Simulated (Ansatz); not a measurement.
# ClFHO₂V: one species, many methods

The task here is to estimate one member of a computed series from the others.

The runs use Ansatz 0.2.0, Gaussian basis; functionals in def2-TZVPP, the program's frozen cores in correlated methods.

The runs, in order: LDA (SPW92), PBE-D4, revPBE-D4, BLYP-D4, r2SCAN-D4, B97M-V, PBE0-D4, B3LYP-D4, r2SCANh-D4, r2SCAN0-D4, HSE06-D4, BHLYP-D4, CAM-B3LYP-D4, LC-ωPBE, ωB97X-V, ωB97M-V, B2PLYP, PBE-QIDH; CCSD(T)/def2-SVP; CCSD(T)/def2-TZVPP; MP2/def2-QZVPP; extrapolation to the limit; RPA on PBE.

## The geometry

An earlier PBE0-D4 in a triple-zeta def2 set relaxation fixed the geometry.

6 atoms, charge 0, spin multiplicity 1.

Atoms are counted from 1 here; the program's logs count them from 0.

Bond lengths: O1–V2 1.545 Å, V2–O3 1.738 Å, V2–F4 1.722 Å, V2–Cl5 2.146 Å, O3–H6 0.963 Å. Angles: O1–V2–O3 108.3°, O1–V2–F4 109.3°, O1–V2–Cl5 108.5°, O3–V2–F4 110.3°, O3–V2–Cl5 109.8°, F4–V2–Cl5 110.6°, V2–O3–H6 122.9°.

The first run:

Contents of in.yaml:

```yaml
crystal:
  periodic: [false, false, false]
  atoms:
    - {symbol: O, position_ang: [-1.323307, 0.024256, 0.920108]}
    - {symbol: V, position_ang: [-0.293392, 0.061897, -0.231341]}
    - {symbol: O, position_ang: [1.224869, -0.528219, 0.375899]}
    - {symbol: F, position_ang: [-0.847335, -0.933518, -1.522204]}
    - {symbol: Cl, position_ang: [-0.076121, 2.094703, -0.883515]}
    - {symbol: H, position_ang: [1.357384, -0.783120, 1.294853]}
basis:
  gaussian: {orbitals: def2-TZVPP}
hamiltonian: {xc: lda}
output: {orbitals: {seedname: orbitals}}
```

The run is started by

```console
ansatz run in.yaml --threads 4 --pin off --events-out ev --progress --plain --max-ram 10444MiB
```

Among the steps run: LDA; PBE-D4 (GGA); revPBE-D4 (GGA); BLYP-D4 (GGA); r2SCAN-D4 (meta-GGA); B97M-V (meta-GGA); PBE0-D4 (hybrid); B3LYP-D4 (hybrid); r2SCANh-D4 (hybrid); r2SCAN0-D4 (hybrid); HSE06-D4 (hybrid); BHLYP-D4 (hybrid); CAM-B3LYP-D4 (range-separated); LC-ωPBE (range-separated); ωB97X-V (range-separated); ωB97M-V (range-separated); B2PLYP (double hybrid); PBE-QIDH (double hybrid).

One of the session's tables, all rows but one given; the rest of the session is left out.

It belongs to the step «Frontier levels by functional». 

```
  functional  HOMO (eV)  LUMO (eV)  gap (eV)
 LDA (SPW92)      -8.29      -4.68      3.62
      PBE-D4      -8.10      -4.41      3.70
   revPBE-D4      -8.03      -4.31      3.72
     BLYP-D4      -7.96      -4.33      3.63
   r2SCAN-D4      -8.49      -4.46      4.03
      B97M-V      -8.57      -4.47      4.09
     PBE0-D4      -9.58      -3.61      5.98
    B3LYP-D4      -9.31      -3.88      5.43
  r2SCANh-D4      -9.03      -4.14      4.89
  r2SCAN0-D4      -9.85      -3.63      6.22
    HSE06-D4      -9.18      -3.99      5.19
    BHLYP-D4     -10.94      -2.63      8.31
CAM-B3LYP-D4          ?          ?         ?
     LC-ωPBE     -12.33      -1.37     10.96
     ωB97X-V     -11.96      -1.38     10.58
     ωB97M-V     -11.82      -1.36     10.47
```

Q: Estimate the row for CAM-B3LYP-D4 from the others.

As computed: HOMO (eV): -10.96; LUMO (eV): -2.54; gap (eV): 8.42. In the column «HOMO (eV)» it lies between ωB97M-V (-11.82) and BHLYP-D4 (-10.94).
